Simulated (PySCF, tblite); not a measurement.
# C₂H₇BrOSi₃: geometry, infrared bands and NMR shifts

What infrared bands and NMR shifts should C₂H₇BrOSi₃ (`C#C[Si@H](Br)[SiH2]O[SiH3]`) show?

The runs use tblite 0.8.0 and PySCF 2.14.0, with density-fitted response routines of our own; the level of theory stands in each step. All values are computed, except where a source is named. Atoms count from 0, in the outputs and in this text.

## Step 1: Starting geometry

14 atoms, charge 0, multiplicity 1; geometry from: force field or distance geometry start.

Bonds of the start (Å): C0–C1 1.22, C1–Si2 1.82, Si2–Br3 2.26, Si2–Si4 2.23, Si4–O5 1.71, O5–Si6 1.73, C0–H7 1.06, Si2–H8 1.45, Si4–H9 1.46, Si4–H10 1.48, Si6–H11 1.47, Si6–H12 1.45, Si6–H13 1.47.

## Step 2: Geometry optimisation with GFN2-xTB

What the job is given:

```
{"job": {"kind": "relax", "xc": "GFN2-xTB", "basis": "xTB"}, "charge": 0, "multiplicity": 1}
C      2.650000     1.865200     0.336200
C      2.246700     0.725900     0.464600
Si     1.705000    -1.001000     0.677300
Br     2.350200    -2.149400    -1.157400
Si    -0.515300    -1.076100     0.856400
O     -1.122600     0.518900     0.983100
Si    -2.360700     0.801500    -0.185800
H      3.002200     2.863200     0.227500
H      2.278600    -1.616800     1.863600
H     -0.931000    -1.805300     2.049800
H     -1.105500    -1.797000    -0.294800
H     -2.940000    -0.475900    -0.640800
H     -1.796100     1.551200    -1.297100
H     -3.462300     1.595100     0.375400
```

On the command line:

```bash
> OMP_NUM_THREADS=1 python probes_run.py task.json out
```

The driver reads the jobs from task.json and runs them one after another.

**Question.** This job is followed by: GFN2-xTB harmonic vibrations, gas phase; GIAO PBE0/pcSseg-1 NMR shielding, non-relativistic, gas phase. What will the session give for the following? strongest single infrared mode (GFN2-xTB); zero-point energy (GFN2-xTB); 13C shifts against TMS (PBE0/pcSseg-1); 1H shifts against TMS (PBE0/pcSseg-1, means over atoms taken as alike); 29Si shifts against TMS (PBE0/pcSseg-1); 79Br shifts against HBr (PBE0/pcSseg-1); 17O shifts against H2O (PBE0/pcSseg-1).

As calculated:

```
                                                              quantity                             value
                             strongest single infrared mode (GFN2-xTB)             1090 cm⁻¹, 634 km/mol
                                          zero-point energy (GFN2-xTB)                     45.9 kcal/mol
                                13C shifts against TMS (PBE0/pcSseg-1)                   107.2, 87.9 ppm
1H shifts against TMS (PBE0/pcSseg-1, means over atoms taken as alike)  5.80, 5.44, 5.37, 5.07, 2.34 ppm
                               29Si shifts against TMS (PBE0/pcSseg-1)           -33.7, -38.0, -46.4 ppm
                               79Br shifts against HBr (PBE0/pcSseg-1)                          -123 ppm
                                17O shifts against H2O (PBE0/pcSseg-1)                          -9.8 ppm
```

In words: Relaxing lowered the energy by 0.891 eV in 200 steps; the close pair that moved most is O5–Si6, from 1.726 to 1.623 Å. All 36 modes are real, so the xTB geometry is a minimum. The strongest single mode, at 1090 cm⁻¹, moves mainly O5. GFN2-xTB is a fitted tight-binding method: band positions and strengths are rough. Its intensities can rank the bands wrongly. At PBE0/pcSseg-1: The widest tensor belongs to Br3: span 385 ppm, with a paramagnetic part of -378 ppm. Spin-orbit coupling is left out, which matters for shieldings and couplings at and beside the heavy atoms.
